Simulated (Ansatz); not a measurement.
**CH₉NSi₂: up Jacob's ladder to CCSD(T)**

One table from this session's results is given with a row withheld; the runs are named, their logs left out.

Method: functionals in def2-TZVPP, the program's frozen cores in correlated methods; program: Ansatz 0.2.0, Gaussian basis.

The runs, in order: LDA (SPW92), PBE-D4, revPBE-D4, BLYP-D4, r2SCAN-D4, B97M-V, PBE0-D4, B3LYP-D4, r2SCANh-D4, r2SCAN0-D4, HSE06-D4, BHLYP-D4, CAM-B3LYP-D4, LC-ωPBE, ωB97X-V, ωB97M-V, B2PLYP, PBE-QIDH; CCSD(T)/def2-SVP; CCSD(T)/def2-TZVPP; MP2/def2-QZVPP; extrapolation to the limit; RPA on PBE.

### The relaxed structure

An earlier PBE0-D4 in a triple-zeta def2 set relaxation fixed the geometry.

SMILES `CN([SiH3])[SiH3]`, 13 atoms, charge 0, spin multiplicity 1.

Atoms are counted from 1 here; the program's logs count them from 0.

Bond lengths: C1–N2 1.462 Å, C1–H5 1.095 Å, C1–H6 1.095 Å, C1–H7 1.096 Å, N2–Si3 1.725 Å, N2–Si4 1.725 Å, Si3–H8 1.483 Å, Si3–H9 1.490 Å, Si3–H10 1.492 Å, Si4–H11 1.490 Å, Si4–H12 1.483 Å, Si4–H13 1.492 Å. Angles: N2–C1–H5 110.8°, N2–C1–H6 110.8°, N2–C1–H7 112.4°, H5–C1–H6 106.9°, H5–C1–H7 107.8°, H6–C1–H7 107.8°, C1–N2–Si3 116.8°, C1–N2–Si4 116.8°, Si3–N2–Si4 125.8°, N2–Si3–H8 108.6°, N2–Si3–H9 109.5°, N2–Si3–H10 112.4°, H8–Si3–H9 110.5°, H8–Si3–H10 109.1°, H9–Si3–H10 106.9°, N2–Si4–H11 109.5°, N2–Si4–H12 108.6°, N2–Si4–H13 112.4° and more.

As a file:

```mol
CH9NSi2
  3D, bonds by distance, orders not assigned

 13 12  0  0  0  0  0  0  0  0999 V2000
   -0.3111    1.2543   -0.7655 C   0  0
   -0.0772    0.0312   -0.0002 N   0  0
    0.4894    0.2217    1.6182 Si  0  0
   -0.1887   -1.4594   -0.8618 Si  0  0
   -1.0713    1.0913   -1.5360 H   0  0
   -0.6815    2.0541   -0.1164 H   0  0
    0.5970    1.6172   -1.2609 H   0  0
    0.5505   -1.1152    2.2577 H   0  0
   -0.4378    1.1158    2.3666 H   0  0
    1.8403    0.8518    1.6761 H   0  0
   -1.5085   -1.5386   -1.5480 H   0  0
   -0.0377   -2.5755    0.1034 H   0  0
    0.8570   -1.5836   -1.9184 H   0  0
  1  2  8  0
  2  3  8  0
  2  4  8  0
  1  5  8  0
  1  6  8  0
  1  7  8  0
  3  8  8  0
  3  9  8  0
  3 10  8  0
  4 11  8  0
  4 12  8  0
  4 13  8  0
M  END
```

The first run:

Input file in.yaml:

```yaml
crystal:
  periodic: [false, false, false]
  atoms:
    - {symbol: C, position_ang: [-0.311085, 1.254296, -0.765493]}
    - {symbol: N, position_ang: [-0.077225, 0.031221, -0.000246]}
    - {symbol: Si, position_ang: [0.489389, 0.221732, 1.618151]}
    - {symbol: Si, position_ang: [-0.188676, -1.459376, -0.861815]}
    - {symbol: H, position_ang: [-1.071306, 1.091313, -1.536035]}
    - {symbol: H, position_ang: [-0.681522, 2.054075, -0.116378]}
    - {symbol: H, position_ang: [0.596983, 1.617203, -1.260908]}
    - {symbol: H, position_ang: [0.550524, -1.115188, 2.257746]}
    - {symbol: H, position_ang: [-0.437825, 1.115757, 2.366636]}
    - {symbol: H, position_ang: [1.840294, 0.851842, 1.676077]}
    - {symbol: H, position_ang: [-1.508538, -1.538559, -1.548044]}
    - {symbol: H, position_ang: [-0.037697, -2.575469, 0.103441]}
    - {symbol: H, position_ang: [0.856983, -1.583648, -1.918433]}
basis:
  gaussian: {orbitals: def2-TZVPP}
hamiltonian: {xc: lda}
output: {orbitals: {seedname: orbitals}}
```

Run with:

```bash
$ ansatz run in.yaml --threads 4 --pin off --events-out ev --progress --plain --max-ram 10444MiB
```

Among the steps run: LDA; PBE-D4 (GGA); revPBE-D4 (GGA); BLYP-D4 (GGA); r2SCAN-D4 (meta-GGA); B97M-V (meta-GGA); PBE0-D4 (hybrid); B3LYP-D4 (hybrid); r2SCANh-D4 (hybrid); r2SCAN0-D4 (hybrid); HSE06-D4 (hybrid); BHLYP-D4 (hybrid); CAM-B3LYP-D4 (range-separated); LC-ωPBE (range-separated); ωB97X-V (range-separated); ωB97M-V (range-separated); B2PLYP (double hybrid); PBE-QIDH (double hybrid).

One of the session's tables, all rows but one given; the rest of the session is left out.

It belongs to the step «Orbital energies across the functionals». 

```
  functional  HOMO (eV)  gap (eV)
 LDA (SPW92)      -5.87      4.83
      PBE-D4      -5.80      5.03
   revPBE-D4      -5.76      5.13
     BLYP-D4      -5.68      5.08
   r2SCAN-D4      -6.06      5.69
      B97M-V      -6.27      5.61
     PBE0-D4          ?         ?
    B3LYP-D4      -6.87      6.78
  r2SCANh-D4      -6.54      6.46
  r2SCAN0-D4      -7.27      7.60
    HSE06-D4      -6.69      6.40
    BHLYP-D4      -8.31      9.28
CAM-B3LYP-D4      -8.44      9.52
     LC-ωPBE      -9.78     12.03
     ωB97X-V      -9.45     11.54
     ωB97M-V      -9.37     11.12
```

Estimate the missing values for PBE0-D4.

The run gave: HOMO (eV): -7.08; gap (eV): 7.18. In the column «HOMO (eV)» it lies between r2SCAN0-D4 (-7.27) and B3LYP-D4 (-6.87).
